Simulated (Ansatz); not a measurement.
# C₃H₃I: a ladder of functionals and wavefunction methods

An exercise on one series of results from a longer session: the logs are not shown, and one member is left open.

Program: Ansatz 0.2.0, Gaussian basis. Level of theory: functionals in def2-TZVPP, the program's frozen cores in correlated methods. These are calculated values, not measurements.

Plan: LDA (SPW92), PBE-D4, revPBE-D4, BLYP-D4, r2SCAN-D4, B97M-V, PBE0-D4, B3LYP-D4, r2SCANh-D4, r2SCAN0-D4, HSE06-D4, BHLYP-D4, CAM-B3LYP-D4, LC-ωPBE, ωB97X-V, ωB97M-V, B2PLYP, PBE-QIDH; CCSD(T)/def2-SVP; CCSD(T)/def2-TZVPP; MP2/def2-QZVPP; extrapolation to the limit; RPA on PBE.

1 further run of the same task is left out (for a known fault of the program).

**The geometry**

An earlier PBE0-D4 in a triple-zeta def2 set relaxation fixed the geometry. I takes the def2 core potential; no spin-orbit term is included.

SMILES `IC1=CC1`, 7 atoms, charge 0, spin multiplicity 1.

Atoms are counted from 1 here; the program's logs count them from 0.

Bond lengths: I1–C2 2.032 Å, C2–C3 1.287 Å, C2–C4 1.488 Å, C3–C4 1.513 Å, C3–H5 1.076 Å, C4–H6 1.090 Å, C4–H7 1.090 Å. Angles: I1–C2–C3 148.9°, I1–C2–C4 145.6°, C3–C2–C4 65.6°, C2–C3–C4 63.6°, C2–C3–H5 151.2°, C4–C3–H5 145.2°, C2–C4–C3 50.8°, C2–C4–H6 119.5°, C2–C4–H7 119.5°, C3–C4–H6 119.4°, C3–C4–H7 119.4°, H6–C4–H7 114.0°.

Set-up of the first run:

The input, in.yaml:

```yaml
crystal:
  periodic: [false, false, false]
  atoms:
    - {symbol: I, position_ang: [-1.983302, -1.905729, 0.051091]}
    - {symbol: C, position_ang: [-0.425476, -0.601352, 0.051122]}
    - {symbol: C, position_ang: [0.824864, -0.378848, 0.259516]}
    - {symbol: C, position_ang: [0.002179, 0.799426, -0.212409]}
    - {symbol: H, position_ang: [1.805319, -0.711303, 0.551055]}
    - {symbol: H, position_ang: [-0.265059, 1.584405, 0.495482]}
    - {symbol: H, position_ang: [0.102574, 1.145401, -1.241457]}
basis:
  gaussian: {orbitals: def2-TZVPP}
hamiltonian: {xc: lda}
output: {orbitals: {seedname: orbitals}}
```

Command:

```console
$ ansatz run in.yaml --threads 2 --pin off --events-out ev --progress --plain --max-ram 4352MiB
```

Steps of the session up to this table: LDA; PBE-D4 (GGA); revPBE-D4 (GGA); BLYP-D4 (GGA); r2SCAN-D4 (meta-GGA); B97M-V (meta-GGA); B3LYP-D4 (hybrid); r2SCANh-D4 (hybrid); r2SCAN0-D4 (hybrid); HSE06-D4 (hybrid); BHLYP-D4 (hybrid); CAM-B3LYP-D4 (range-separated); LC-ωPBE (range-separated); ωB97X-V (range-separated); ωB97M-V (range-separated); B2PLYP (double hybrid); PBE-QIDH (double hybrid).

One of the session's tables, all rows but one given; the rest of the session is left out.

It belongs to the step «Orbital energies across the functionals». 

```
  functional  HOMO (eV)  gap (eV)
 LDA (SPW92)      -6.04      4.17
      PBE-D4      -5.90      4.21
   revPBE-D4      -5.85      4.24
     BLYP-D4      -5.74      4.14
   r2SCAN-D4      -6.09      4.61
      B97M-V      -6.10      4.68
     PBE0-D4      -6.98      6.20
    B3LYP-D4      -6.76      5.73
  r2SCANh-D4      -6.50      5.35
  r2SCAN0-D4      -7.11      6.46
    HSE06-D4          ?         ?
    BHLYP-D4      -7.89      8.07
CAM-B3LYP-D4      -8.21      8.50
     LC-ωPBE      -9.54     11.04
     ωB97X-V      -9.18     10.55
     ωB97M-V      -9.07     10.27
```

Q: Estimate the row for HSE06-D4 from the others.

The run gave: HOMO (eV): -6.58; gap (eV): 5.43. In the column «HOMO (eV)» it lies between B3LYP-D4 (-6.76) and r2SCANh-D4 (-6.50).
